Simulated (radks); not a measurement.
# Ar²⁺ inside a hard spherical wall

What does compression do to the levels of Ar²⁺? A hard sphere of shrinking radius stands in for pressure; the configuration is held at [Ne] 3s2 3p4.

Program: radks (a radial shooting solver on a logarithmic mesh, Libxc functionals) version 1. Level of theory: scalar-relativistic Kohn-Sham, r2SCAN, spin-polarised, spherical densities, finite nucleus; open shells are filled with parallel spins first. These are calculated values, not measurements, unless marked.

## (1) What is computed

* element: argon (Z = 18)
* charge: +2
* electrons: 16
* configuration: [Ne] 3s2 3p4
* nuclear rms radius: 3.4274 fm

Outer shells as boxes (Hund's rule):

Ar²⁺
```
[Ne] core
3s [↑↓]
3p [↑↓][↑ ][↑ ]
```

## (2) The free atom

Input:

```text
Z 18
configuration [Ne] 3s2 3p4 4s0 3d0 4p0
relativity scalar-relativistic
functional r2scan,r2scan
spin polarised
nucleus finite rms 3.4274 fm
c 137.035999084
```

## (3) Wall at 15 bohr

Settings, as their differences from step 2:

```diff
@@ -6,2 +6,3 @@
 nucleus finite rms 3.4274 fm
+wall 15 bohr
 c 137.035999084
```

## (4) Wall at 10 bohr

Settings, as their differences from step 3:

```diff
@@ -6,3 +6,3 @@
 nucleus finite rms 3.4274 fm
-wall 15 bohr
+wall 10 bohr
 c 137.035999084
```

## (5) Wall at 6 bohr

Settings, as their differences from step 4:

```diff
@@ -6,3 +6,3 @@
 nucleus finite rms 3.4274 fm
-wall 10 bohr
+wall 6 bohr
 c 137.035999084
```

## (6) Wall at 4 bohr

Settings, as their differences from step 5:

```diff
@@ -6,3 +6,3 @@
 nucleus finite rms 3.4274 fm
-wall 6 bohr
+wall 4 bohr
 c 137.035999084
```

## (7) Wall at 2.5 bohr

Settings, as their differences from step 6:

```diff
@@ -6,3 +6,3 @@
 nucleus finite rms 3.4274 fm
-wall 4 bohr
+wall 2.5 bohr
 c 137.035999084
```

## (8) Wall at 2 bohr

Settings, as their differences from step 7:

```diff
@@ -6,3 +6,3 @@
 nucleus finite rms 3.4274 fm
-wall 2.5 bohr
+wall 2 bohr
 c 137.035999084
```

What does the calculation give? Wanted: for each run, R; E − E(free); ε(3p); ε(3d, empty); ε(4s, empty); ε(4p, empty); pressure.

**Answer**, as computed:

```
R (bohr)  E − E(free) (eV)  ε(3p) (eV)  ε(3d, empty) (eV)  ε(4s, empty) (eV)  ε(4p, empty) (eV)  pressure (GPa)
    free             0.000     -37.166            -14.826                  -                  -               0
      15            -0.000     -37.166            -14.826                  -                  -        < 0.0001
      10            -0.000     -37.166            -14.826                  -                  -        < 0.0001
       6             0.002     -37.163            -14.779            -10.910             -6.550          0.0130
       4             0.504     -36.718            -13.640             -2.792              4.799            7.33
     2.5            25.988     -26.492             -0.002             55.193             67.295             928
       2            95.166      -7.275             20.326             135.66             146.88            5406
```

Eigenvalues are for spin up. At the tightest wall, 2 bohr, the energy stands 95.166 eV above the free atom and the pressure, −dE/dV, is 5406 GPa. Of the levels in the table that exist at both ends, 3d (empty) rises most from the free atom (35.152 eV). Shells are not refilled when levels cross, and a hard wall is a model, not a crystal.
